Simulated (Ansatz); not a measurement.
Crystal: BiTe.

```
CELL_PARAMETERS angstrom
2.42271 1.39875 3.31729
-2.42271 1.39875 3.31729
0.00000 -2.79750 3.31729
ATOMIC_POSITIONS crystal
Bi 0.50000 0.50000 0.50000
Te 0.00000 0.00000 0.00000
```

The cell comes from a database or a generator and needn't be the stable form of this composition.

```yaml
Program: Ansatz 0.2.0
Task: relaxation of cell and atoms
Functional: PBE
Dispersion: D4
Potentials_or_basis: Ansatz PAW
Cutoff: "420 eV (not typed: the program's choice for these potentials)"
k_mesh: 7 × 7 × 7
Occupations: fermi-dirac, width 0.05 eV
Spin: no spin polarisation
```

At the start: volume 33.72 Å³/atom.

Problem. How do energy, volume and symmetry change on relaxing?

Solution. It ends after 7 steps and the volume is 31.98 Å³/atom (-5.2 %); space group R-3m (No. 166, to 0.05 Å).

The path:
| step | energy change (eV) | largest force (eV/Å) | volume (Å³) |
| --- | --- | --- | --- |
| 1 | 0.0000 | 0.0000 | 67.45 |
| 2 | -0.0177 | 0.0000 | 63.28 |
| 3 | -0.0229 | 0.0000 | 64.39 |
| 4 | -0.0239 | 0.0000 | 64.28 |
| 5 | -0.0244 | 0.0000 | 64.02 |
| 6 | -0.0244 | 0.0000 | 63.97 |
| 7 | -0.0238 | 0.0000 | 63.97 |

Final structure:
```cif
data_structure
_symmetry_space_group_name_H-M 'P 1'
_symmetry_Int_Tables_number 1
_cell_length_a 4.2139
_cell_length_b 4.2139
_cell_length_c 4.2139
_cell_angle_alpha 70.081
_cell_angle_beta 70.081
_cell_angle_gamma 70.081
_cell_volume 63.97
loop_
_atom_site_label
_atom_site_type_symbol
_atom_site_fract_x
_atom_site_fract_y
_atom_site_fract_z
_atom_site_occupancy
Bi1 Bi 0.50000 0.50000 0.50000 1
Te1 Te 0.00000 0.00000 0.00000 1
```

Caveat: the plane-wave basis is chosen anew once the cell has moved, so the energies of steps on either side of that aren't comparable; pairwise dispersion overbinds metals, which lowers pressure and volume.
